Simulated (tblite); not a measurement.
# GeH8OSi2: the cost of one run

Programs: tblite 0.8.0 and PySCF 2.14.0. All values are calculated, for the isolated system unless a continuum is named. Atoms count from 0, parts from 1.

## (1) Starting point

12 atoms, charge 0, multiplicity 1; geometry: distance geometry start.

## (2) Relaxing the cluster with GFN2-xTB

What the job is given:

```
{"job": {"kind": "relax", "xc": "GFN2-xTB", "basis": "xTB"}, "charge": 0, "multiplicity": 1}
Si     0.176882     0.525591    -0.254117
Si     1.807829    -0.732713     0.596060
Ge    -1.936232    -0.401033    -0.032822
O      0.167769     2.115736     0.431331
H      0.425307     0.694467    -1.683540
H      2.430345    -1.413868    -0.566570
H      2.879115     0.080938     1.206816
H      1.327141    -1.784096     1.490467
H     -3.023169     0.700009    -0.144426
H     -2.104442    -1.249679     1.243322
H     -2.113053    -1.316100    -1.275452
H     -0.078146     2.750962    -0.328186
```

Level: GFN2-xTB geometry optimisation, gas phase.

Run with:

```console
$ OMP_NUM_THREADS=1 python cluster_run.py task.json out
```

One launch serves the whole session: the jobs run in the order shown.

**Question.** How long does this first job take on 1 thread of Arm Neoverse V1, shared host?

About 1.2 s.
